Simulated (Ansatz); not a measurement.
The system is RuS.

```xyz
2
Lattice="0.0000 2.5468 2.5468 2.5468 0.0000 2.5468 2.5468 2.5468 0.0000" Properties=species:S:1:pos:R:3 pbc="T T T"
Ru    2.5468    2.5468    2.5468
S     0.0000    0.0000    0.0000
```

The cell comes from a database or a generator and needn't be the stable form of this composition.

Program: Ansatz 0.2.0. Alike in all runs: task single point; potentials or basis Ansatz PAW; cell as given; k mesh 6 × 6 × 6; smearing gaussian 0.05 eV.

**Question.** Order these runs on this cell by their pressure, lowest first.
A. level r2SCAN+U; spin off; U Ru d U = 7 eV; cutoff (eV) 500
B. level LDA+U; spin collinear, random start; U Ru d U = 2 eV; cutoff (eV) 420
C. level LDA+U; spin collinear, ferromagnetic start; U Ru d U = 4 eV; cutoff (eV) 420

**Answer.** B (-22.0 GPa), C (-16.9 GPa), A (0.8 GPa).

Caveats: the PAW data sets come from PBE, with cores solved anew for the run's functional, which leaves a small shift of forces and pressure; the magnetic or orbital state may not be the lowest (some runs).

Not every run made on this cell is shown here.
